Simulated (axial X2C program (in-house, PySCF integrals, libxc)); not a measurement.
**CuI: the levels of the configuration d9 s1 p(π)0**

Which Ω levels does CuI have in the configuration d9 s1 p(π)0, and how far apart?

The runs use an in-house X2C program for linear molecules on PySCF integrals; two-component X2C, average-of-configuration Hartree–Fock and CI in the open shells.

All values are calculated.

### Step 1. Input

task.json

```json
{"zs": [29, 53], "q": 0, "bas": ["dyall-v3z", "dyall-v3z"], "r0": 2.45, "metal": 0, "shells": [[2, [0, 1, 2], 9], [0, [0], 1], [1, [1], 0]], "fix": 0, "emax": 3.2, "nroots": 4}
```

Keys: zs atomic numbers; q charge; bas basis sets; r0 starting distance in Å; metal index of the metal atom; shells open shells as [l, |m| values, electrons]; fix electron count of the first shell held; emax energy window in eV; nroots roots for each Ω.

On the command line:

```
$ python soci.py task.json out
```

Two-component X2C with atomic mean-field Coulomb and Gaunt terms, basis Cu dyall-v3z, I dyall-v3z (cores contracted in-house). Orbitals come from Hartree–Fock averaged over the configuration Cu d9 s1 p(π)0; CI then distributes these electrons over the d, s, p(π) shells of Cu.

### Step 2. CI at R = 2.551 Å

Output:

```text
average of configuration d9 s1 p(π)0
basis functions 199  fitting functions 1123
iter      average energy  largest gradient
   1      -8762.305263415   1.46e+00
   2      -8762.534385424   2.80e-02
   3      -8762.535539540   9.22e-03
   4      -8762.535614007   1.59e-03
   5      -8762.535628037   7.59e-04
   6      -8762.535629758   1.51e-04
   7      -8762.535630064   3.28e-05
   8      -8762.535630076   1.28e-05
converged
CI levels
2*Omega        energy/Eh    cm-1   g(par)  dipole/D  leading shell counts
    0     -8762.54791541        0   0.000   -3.102  {'9 1 0': 0.998}
    2     -8762.54752445       86   3.512   -3.101  {'9 1 0': 0.998}
    4     -8762.54474379      696   5.870   -3.078  {'9 1 0': 0.998}
    0     -8762.54198471     1302   0.000   -3.107  {'9 1 0': 0.993}
    2     -8762.54179449     1343   2.222   -3.089  {'9 1 0': 0.998}
    6     -8762.53926016     1900   8.001   -3.148  {'9 1 0': 0.997}
    0     -8762.53752381     2281   0.000   -3.087  {'9 1 0': 0.998}
    4     -8762.53639599     2528   4.083   -3.145  {'9 1 0': 0.997}
    2     -8762.53197029     3500   0.532   -3.138  {'9 1 0': 0.997}
    0     -8762.53155006     3592   0.000   -3.126  {'9 1 0': 0.967}
    2     -8762.52648582     4703   1.735   -3.121  {'9 1 0': 0.997}
    4     -8762.52352613     5353   4.047   -3.143  {'9 1 0': 0.998}
```

Dipoles in the output refer to the first atom as origin.

It took 2.3 s on 1 thread of AMD EPYC 7R43 (Zen 3), shared host; peak memory 0.37 GiB.

Active spinors (ω > 0; filled shells left out):

```tsv
shell	ω	ε (eV)	character
d	3/2	-19.00	100% Cu d
d	1/2	-18.74	99% Cu d
d	5/2	-18.71	100% Cu d
d	3/2	-18.50	99% Cu d
d	1/2	-18.32	98% Cu d
s	1/2	-4.12	61% Cu s, 30% Cu p, 7% I p
p(π)	1/2	1.63	93% Cu p, 3% I p
p(π)	3/2	1.66	92% Cu p, 4% I p
```

The levels:

```tsv
Ω	energy (cm⁻¹)	g∥	μ (D)	configuration
0	0	0.00	-3.10	100% d9 s1
1	86	3.51	-3.10	100% d9 s1
2	696	5.87	-3.08	100% d9 s1
0	1302	0.00	-3.11	99% d9 s1
1	1343	2.22	-3.09	100% d9 s1
3	1900	8.00	-3.15	100% d9 s1
0	2281	0.00	-3.09	100% d9 s1
2	2528	4.08	-3.14	100% d9 s1
1	3500	0.53	-3.14	100% d9 s1
0	3592	0.00	-3.13	97% d9 s1
1	4703	1.73	-3.12	100% d9 s1
2	5353	4.05	-3.14	100% d9 s1
```

g∥ is the magnitude of 2⟨Lz + ge Sz⟩ for the +Ω component. μ is positive if the I end is positive.

### Step 3. The same at R = 2.462 Å

```tsv
Ω	energy (cm⁻¹)	g∥	μ (D)	configuration
0	0	0.00	-2.62	100% d9 s1
1	84	3.51	-2.62	100% d9 s1
2	685	5.87	-2.59	100% d9 s1
0	1280	0.00	-2.63	99% d9 s1
1	1336	2.23	-2.61	100% d9 s1
3	1928	8.00	-2.68	100% d9 s1
0	2279	0.00	-2.60	100% d9 s1
2	2546	4.08	-2.68	100% d9 s1
0	3462	0.00	-2.66	96% d9 s1
1	3519	0.54	-2.67	100% d9 s1
```

### Step 4. Curves along the bond

The same input was run at the other distances (logs left out). Energies in cm⁻¹ from the lowest point; levels are followed by energy order within each Ω.

```tsv
R (Å)	(1)Ω=0	(1)Ω=1	(1)Ω=2	(2)Ω=0	(2)Ω=1	(1)Ω=3	(3)Ω=0
2.372	1260	1342	1900	2484	2563	3169	3516
2.462	252	336	938	1533	1588	2180	2531
2.551	0	86	696	1302	1343	1900	2281
2.653	356	443	1038	1655	1688	2185	2623
2.755	1186	1273	1836	2464	2494	2918	3430
2.870	2487	2574	3091	3730	3760	4093	4701
3.010	4373	4458	4914	5564	5600	5812	6550
```

Constants where the minimum is well bracketed:

```tsv
level of the curve	Te (cm⁻¹)	Re (Å)	ωe (cm⁻¹)
(1)Ω=0	0	2.544	234.3
(1)Ω=1	86	2.544	234.3
(1)Ω=2	696	2.544	229.4
(2)Ω=0	1301	2.542	230.0
(2)Ω=1	1343	2.544	230.6
(1)Ω=3	1901	2.551	224.1
(3)Ω=0	2281	2.545	231.0
```

### Step 5. Summary of results

| quantity | value |
| --- | --- |
| lowest level of the model | Ω = 0, g∥ = 0.00, 100% d9 s1 |
| next level | Ω = 1, 86 cm⁻¹ higher |
| lowest curve, Re and ωe | 2.544 Å, 234.3 cm⁻¹ |

In words: From 2.551 to 2.462 Å the gap from the lowest to the fifth level goes from 1343 to 1336 cm⁻¹. Without dynamic correlation distances can be off by several hundredths of an Å, and the wavenumbers are rough. Dynamic correlation is missing, so gaps between terms are too wide and other configurations may lie lower; the lowest level listed is that of this model, not necessarily the ground state. For d shells the ligand-field splittings (σ, π, δ) and their order can be off by a thousand cm⁻¹ or more. At most 4 roots were kept for each Ω > 0 (twice that for Ω = 0) within 3.2 eV of the lowest, so higher up levels can be missing between those listed; levels with Ω > 0 are doubly degenerate and listed once, Ω = 0 levels singly. States that fill the shells left empty in the average are placed too high.
